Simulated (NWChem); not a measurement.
**C2H5ClSi (SMILES CC[Si]Cl): levels of theory compared**

Aim: a comparison of 3 runs (HF/def2-SVP, PBE/STO-3G, PBE0/def2-SVP) of C2H5ClSi. 

The calculation is run with NWChem 7.3.0.

## 1. The structure to begin with

C2H5ClSi: 9 atoms, total charge 0, spin state singlet. As SMILES, `CC[Si]Cl`. Geometry: relaxed at PBE0-D4/def2-TZVP. This is one conformer, not always the lowest.

Bond lengths: C1–C2 1.519 Å, C2–Si3 1.893 Å, Si3–Cl4 2.091 Å, C1–H5 1.093 Å, C1–H6 1.092 Å, C1–H7 1.092 Å, C2–H8 1.103 Å, C2–H9 1.103 Å. Some angles: C1–C2–Si3 123.2°, C2–Si3–Cl4 101.5°, C1–C2–H8 111.3°, C1–C2–H9 111.3°, Si3–C2–H8 103.0°, Si3–C2–H9 103.0°, C2–C1–H5 111.6°, C2–C1–H6 111.2°, C2–C1–H7 111.2°, H8–C2–H9 102.8°.

## 2. Energy and forces at HF/def2-SVP (run 1)

c2h5clsi.nw

```
start c2h5clsi
title "C2H5ClSi gradient"
memory total 2200 mb

geometry units angstroms noautosym nocenter noautoz
 C      0.398100     0.855400     0.105100
 C     -0.690000    -0.132700    -0.277200
 Si    -0.498700    -2.006500    -0.090400
 Cl     1.433100    -2.152000     0.697200
 H      0.088200     1.886900    -0.081300
 H      1.313900     0.673400    -0.460500
 H      0.656900     0.769200     1.162000
 H     -1.629400     0.076600     0.262300
 H     -0.983700    -0.016800    -1.334300
end

basis spherical bse
 * library def2-SVP
end

scf
 thresh 1e-08
 maxiter 80
end

task scf gradient
```

Run with:

```sh
$ nwchem c2h5clsi.nw > c2h5clsi.out
```

Output:

```text
[...]
  functions       =    89
[...]
  wavefunction    = RHF
[...]
         Total SCF energy =   -826.792764832685
      One-electron energy =  -1528.657164152860
      Two-electron energy =    507.188623314176
 Nuclear repulsion energy =    194.675776006000
        Time for solution =      8.1s
[...]
                         RHF ENERGY GRADIENTS
    atom               coordinates                        gradient
                 x          y          z           x          y          z
   1 C       0.752300   1.616472   0.198610   -0.004053  -0.003386  -0.001342
   2 C      -1.303911  -0.250767  -0.523832    0.007686  -0.000913   0.003091
   3 Si     -0.942406  -3.791735  -0.170831    0.004177   0.003406   0.001484
   4 Cl      2.708166  -4.066690   1.317517   -0.006282   0.002370  -0.002673
   5 H       0.166674   3.565724  -0.153635    0.000164   0.000928   0.000004
   6 H       2.482911   1.272541  -0.870219    0.000707  -0.000618  -0.000343
   7 H       1.241361   1.453577   2.195862    0.000227  -0.000535   0.000709
   8 H      -3.079120   0.144753   0.495675   -0.001632  -0.000575   0.000283
   9 H      -1.858923  -0.031747  -2.521461   -0.000994  -0.000676  -0.001214
[...]
```

It took 11 s on 1 thread of AMD EPYC 9R14 (Zen 4), shared host; peak memory 0.1 GiB.

## 3. Energy and gradient at PBE/STO-3G (run 2)

c2h5clsi.xyz

```xyz
9
C2H5ClSi gradient
C      0.398100     0.855400     0.105100
C     -0.690000    -0.132700    -0.277200
Si    -0.498700    -2.006500    -0.090400
Cl     1.433100    -2.152000     0.697200
H      0.088200     1.886900    -0.081300
H      1.313900     0.673400    -0.460500
H      0.656900     0.769200     1.162000
H     -1.629400     0.076600     0.262300
H     -0.983700    -0.016800    -1.334300
```

run.py

```python
from ase.io import read
from ase.calculators.nwchem import NWChem

system = read('c2h5clsi.xyz')

calc = NWChem(
    label='c2h5clsi',
    theory='dft',
    memory='2200 mb',
    basis='STO-3G',
    basispar='spherical bse',
    dft={'xc': 'xpbe96 cpbe96', 'mult': '1', 'grid': 'xfine', 'convergence': 'energy 1e-08', 'iterations': '100', 'mulliken': None},
)
system.calc = calc

forces = system.get_forces()
e = system.get_potential_energy()
print(f"E = {e:.6f} eV")
print("forces (eV/A):")
for s, f in zip(system.symbols, forces):
    print(f"{s:2s} {f[0]:10.5f} {f[1]:10.5f} {f[2]:10.5f}")
print("dipole (e A):", system.get_dipole_moment().round(4))
```

Run with:

```sh
$ export ASE_NWCHEM_COMMAND="nwchem PREFIX.nwi > PREFIX.nwo"
$ python run.py
```

Output:

```text
E = -22289.792636 eV
forces (eV/A):
C     0.24174    0.23886    0.07837
C    -0.56688   -0.37934   -0.20337
Si   -0.98885   -0.85505   -0.34854
Cl    1.04515    0.06736    0.41760
H    -0.15509    0.55484   -0.09529
H     0.48193   -0.09066   -0.33327
H     0.11256   -0.03733    0.58611
H    -0.21381    0.26889    0.26955
H     0.04325    0.23243   -0.37106
dipole (e A): [-0.4574  0.1303 -0.1921]
```

The calculator wrote c2h5clsi.nwi:

```
title "c2h5clsi"

permanent_dir c2h5clsi

scratch_dir c2h5clsi

start c2h5clsi

geometry units angstrom nocenter noautosym noautoz
  C  3.9810000000000001e-01 8.5540000000000005e-01 1.0510000000000000e-01
  C  -6.8999999999999995e-01 -1.3270000000000001e-01 -2.7720000000000000e-01
  Si -4.9869999999999998e-01 -2.0065000000000000e+00 -9.0399999999999994e-02
  Cl 1.4331000000000000e+00 -2.1520000000000001e+00 6.9720000000000004e-01
  H  8.8200000000000001e-02 1.8869000000000000e+00 -8.1299999999999997e-02
  H  1.3139000000000001e+00 6.7340000000000000e-01 -4.6050000000000002e-01
  H  6.5690000000000004e-01 7.6919999999999999e-01 1.1619999999999999e+00
  H  -1.6294000000000000e+00 7.6600000000000001e-02 2.6229999999999998e-01
  H  -9.8370000000000002e-01 -1.6799999999999999e-02 -1.3343000000000000e+00
end

memory 2200 mb

basis spherical bse noprint
   * library STO-3G
end

dft
  xc xpbe96 cpbe96
  mult 1
  grid xfine
  convergence energy 1e-08
  iterations 100
  mulliken
end

task dft gradient
```

c2h5clsi.nwo:

```text
Northwest Computational Chemistry Package (NWChem) 7.3.0
             --------------------------------------------------------

           Job information
           ---------------

    nwchem branch   = 7.3.0
    use scalapack   = T
    input           = c2h5clsi.nwi
    prefix          = c2h5clsi.
    data base       = c2h5clsi/c2h5clsi.db
    status          = startup
    nproc           =        1

           Memory information
           ------------------

    heap     =     72089596 doubles =      550.0 Mbytes
    stack    =     72089601 doubles =      550.0 Mbytes
    global   =    144179200 doubles =     1100.0 Mbytes (distinct from heap & stack)
    total    =    288358397 doubles =     2200.0 Mbytes
    verify   = yes
    hardfail = no

[... 110 lines left out ...]
  convergence criterion.
[... 38 lines left out ...]
          Spatial weights used:  Erf1
[... 83 lines left out ...]
         Total DFT energy =     -819.134777466846
[... 3 lines left out ...]
 Nuclear repulsion energy =      194.675776005999
[... 302 lines left out ...]
          Convergence on gradient requested:  5.00D-04
[... 25 lines left out ...]
          total energy or number of iterations.
[... 26 lines left out ...]
                         DFT ENERGY GRADIENTS

    atom               coordinates                        gradient
                 x          y          z           x          y          z
   1 C       0.752300   1.616472   0.198610   -0.004701  -0.004645  -0.001524
   2 C      -1.303911  -0.250767  -0.523832    0.011024   0.007377   0.003955
   3 Si     -0.942406  -3.791735  -0.170831    0.019230   0.016628   0.006778
[... 5 lines of this table left out ...]
   9 H      -1.858923  -0.031747  -2.521461   -0.000841  -0.004520   0.007216

                 ----------------------------------------
                 |  Time  |  1-e(secs)   |  2-e(secs)   |
                 ----------------------------------------
                 |  CPU   |       0.00   |       0.40   |
                 ----------------------------------------
                 |  WALL  |       0.00   |       0.40   |
                 ----------------------------------------

 Task  times  cpu:        9.8s     wall:        9.8s
 Total times  cpu:        9.8s     wall:        9.8s
```

It took 11 s on 1 thread of AMD EPYC 9R14 (Zen 4), shared host; peak memory 0.14 GiB.

## 4. Energy and gradient at PBE0/def2-SVP (run 3)

c2h5clsi.nw

```
start c2h5clsi
title "C2H5ClSi"
memory 2200 mb
geometry units bohr noautosym nocenter noautoz
  C      0.75229997     1.61647173     0.19861022
  C     -1.30391103    -0.25076666    -0.52383208
  Si    -0.94240642    -3.79173547    -0.17083124
  Cl     2.70816651    -4.06669062     1.31751705
  H      0.16667384     3.56572422    -0.15363473
  H      2.48291116     1.27254157    -0.87021888
  H      1.24136109     1.45357734     2.19586176
  H     -3.07911975     0.14475302     0.49567516
  H     -1.85892359    -0.03174740    -2.52146157
end
basis spherical bse
  * library def2-SVP
end
dft
  xc pbe0
  mult 1
  grid xfine
  convergence energy 1e-08
  maxiter 100
  mulliken
  noprint "final vectors analysis"
end
task dft gradient
```

Run with:

```sh
$ nwchem c2h5clsi.nw > c2h5clsi.out
```

Output:

```text
[...]
          Wavefunction type:  closed shell.
          No. of atoms     :     9
          No. of electrons :    48
[...]
          Charge           :     0
          Spin multiplicity:     1
[...]
          AO basis - number of functions:    89
[...]
              XC Information
              --------------
                         PBE0 Method XC Functional
                     Hartree-Fock (Exact) Exchange  0.250
          PerdewBurkeErnzerhof Exchange Functional  0.750
            Perdew 1991 LDA Correlation Functional  1.000 local
           PerdewBurkeErnz. Correlation Functional  1.000 non-local
[...]
 d= 0,ls=0.0,diis     1   -828.2146652666 -1.02D+03  9.79D-03  3.11D-01     2.7
[...]
 d= 0,ls=0.0,diis     8   -828.2554804293 -1.67D-09  3.25D-06  1.37D-07    18.9
         Total DFT energy =     -828.255480429258
      One electron energy =    -1529.180933993614
           Coulomb energy =      567.739647587597
    Exchange-Corr. energy =      -61.489955969980
 Nuclear repulsion energy =      194.675761946738
[...]
  wavefunction    = closed shell
                         DFT ENERGY GRADIENTS
    atom               coordinates                        gradient
                 x          y          z           x          y          z
   1 C       0.752300   1.616472   0.198610    0.003723   0.002834   0.001431
   2 C      -1.303911  -0.250767  -0.523832   -0.004482  -0.001837  -0.001773
   3 Si     -0.942406  -3.791735  -0.170831    0.004545   0.003755   0.001614
   4 Cl      2.708167  -4.066691   1.317517   -0.004633   0.000239  -0.001883
   5 H       0.166674   3.565724  -0.153635    0.001466  -0.005375   0.000905
   6 H       2.482911   1.272542  -0.870219   -0.005027   0.000867   0.002796
   7 H       1.241361   1.453577   2.195862   -0.001657   0.000384  -0.005651
   8 H      -3.079120   0.144753   0.495675    0.004394  -0.000628  -0.002128
   9 H      -1.858924  -0.031747  -2.521462    0.001670  -0.000241   0.004688
[...]
```

Run time: 25 s. Hardware: 1 thread of AMD EPYC 9R14 (Zen 4), shared host; peak memory 0.15 GiB.

## 5. The series

```csv
run,level,iteration cap,module,energy (Eh),dipole moment (D),HOMO energy (eV),LUMO energy (eV),wall time
1,HF/def2-SVP,80,scf,-826.792765,1.96,-8.98,0.96,11 s
2,PBE/STO-3G,100,dft,-819.134777,2.46,-2.88,-0.06,11 s
3,PBE0/def2-SVP,100,dft,-828.255480,1.83,–,–,25 s
```

## 6. What came out

| quantity | value |
| --- | --- |
| run 3: total energy | -828.25548 Eh |
| run 3: dipole moment | 1.83 D |
| run 3: largest force on an atom | 0.314 eV/Å |

In words: The dipole moment (its size) runs from 1.83 D (PBE0/def2-SVP) to 2.46 D (PBE/STO-3G). The two ends differ in method and basis. Totals of different functionals can't be ranked against each other. In run 2 the basis is minimal, so the values are rough. All runs together took 47 s, the longest 25 s.
